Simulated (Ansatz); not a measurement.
Predict the output of the script below (the Python package of Ansatz (0.2.0)).

`methods.py`
```python
'''CH3AlFGeN at several levels of theory.'''

from pathlib import Path

import ansatz as az
from ase import Atoms
import numpy as np

atoms = Atoms(['F', 'Ge', 'N', 'C', 'Al', 'H', 'H', 'H'], positions=[
    (-2.2235, -0.5734, 0.7578),
    (-0.899, 0.5362, 0.5236),
    (0.5852, -0.1576, 1.3422),
    (1.2742, -0.7263, 0.314),
    (0.2096, 0.0675, -1.2753),
    (-1.1507, 2.0373, 0.8969),
    (2.1217, -1.3423, 0.2445),
    (0.1746, 0.1015, -2.8595),
])
molecule = az.Crystal.molecule_from_ase(atoms)

calculation = molecule.calculation().basis(gaussian='def2-SVP')

print('functional    E (Ha)        dipole (D)   HOMO (eV)  LUMO (eV)')
for name in ['r2scan0', 'lda', 'pbe0', 'lc_wpbe', 'revpbe']:
    rep = calculation.functional(name).forces().orbitals().run(threads=1, pin='off', runs_dir='runs').report
    lines = Path(rep['orbitals_path']).read_text().splitlines()
    field_of = lambda key: [line.split('=')[1].strip() for line in lines if line.startswith(key)]
    orbitals = [(27.211386 * float(e), s, float(n)) for e, s, n in zip(field_of('Ene='), field_of('Spin='), field_of('Occup='))]
    homo = max(e for e, _, n in orbitals if n > 0.5)
    lumo = min(e for e, _, n in orbitals if n < 0.5)
    dipole = 4.803205 * np.linalg.norm(rep['charge_distribution']['dipole_moment_e_ang'])
    print(f'{name:10s} {rep["free_energy_ev"] / 27.211386246:14.6f} {dipole:9.3f} {homo:11.3f} {lumo:10.3f}')
```

```console
$ python methods.py
functional    E (Ha)        dipole (D)   HOMO (eV)  LUMO (eV)
r2scan0      -2513.198434     3.311      -6.647     -2.468
lda          -2507.730935     2.810      -5.325     -3.597
pbe0         -2512.800541     3.140      -6.480     -2.542
lc_wpbe      -2512.898130     3.404      -9.058     -0.413
revpbe       -2513.110778     2.677      -5.158     -3.279
```

Notes:
- Total energies depend on the basis set; only differences at equal settings carry meaning.
- The geometry is a force-field or estimated start, not a minimum of this method, and the basis set is short of its limit. A lower total doesn't mark the better method: functionals have no common bound, and MP2 and coupled cluster aren't variational.
- Levels such as HOMO and LUMO are orbital energies: with these approximate functionals they aren't the ionisation energy and electron affinity, and their gap isn't the fundamental gap.
- Timing: 26 s on 1 thread of Intel(R) Xeon(R) Platinum 8488C (Sapphire Rapids), with other jobs on the host, peak memory 0.34 GiB.
